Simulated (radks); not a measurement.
# Ionisation of Ga⁺: one atom, several choices of functional

One table from this session's results is given with a row withheld; the runs are named, their logs left out.

Method: scalar-relativistic Kohn-Sham, spin-polarised, spherical densities, point nucleus; open shells are filled with parallel spins first. Code: radks (a radial shooting solver on a logarithmic mesh, Libxc functionals) version 1.

2 further runs of the same task are left out: 2 set aside as unsound or not needed.

### The atom as given

- element: gallium (Z = 31)
- charge: +1
- electrons: 30
- configuration: [Ar] 3d10 4s2
- ion: Ga²⁺, [Ar] 3d10 4s1
- choices: HCTH/407; LDA (Slater exchange, Perdew-Wang correlation); exchange-only LDA; revPBE; RPBE

Outer shells as boxes (Hund's rule):

Ga⁺
```
[Ar] core
3d [↑↓][↑↓][↑↓][↑↓][↑↓]
4s [↑↓]
```

Ga²⁺
```
[Ar] core
3d [↑↓][↑↓][↑↓][↑↓][↑↓]
4s [↑ ]
```

The first run:

Settings of this run:

```text
Z 31
configuration [Ar] 3d10 4s2
relativity scalar-relativistic
functional hcth_407
spin polarised
nucleus point
c 137.035999084
```

Among the steps run: HCTH/407: Ga⁺; HCTH/407: Ga²⁺; LDA (Slater exchange, Perdew-Wang correlation): Ga⁺; LDA (Slater exchange, Perdew-Wang correlation): Ga²⁺; exchange-only LDA: Ga⁺; exchange-only LDA: Ga²⁺; revPBE: Ga⁺; revPBE: Ga²⁺; RPBE: Ga⁺; RPBE: Ga²⁺.

One table of the session follows, with a row left open; its other results are not shown here.

```
                                    functional  Δ-SCF (eV)  −ε(HOMO) (eV)  <r> HOMO (bohr)
                                      HCTH/407      20.914         16.321            2.225
LDA (Slater exchange, Perdew-Wang correlation)      21.170         16.654            2.203
                             exchange-only LDA      19.753         15.446            2.229
                                        revPBE      20.618         16.225            2.220
                                          RPBE           ?              ?                ?
```

Q: Estimate the row for RPBE from the others.

**Answer.** Δ-SCF (eV): 20.623; −ε(HOMO) (eV): 16.195; <r> HOMO (bohr): 2.225. In the column «Δ-SCF (eV)» it lies between revPBE (20.618) and HCTH/407 (20.914).
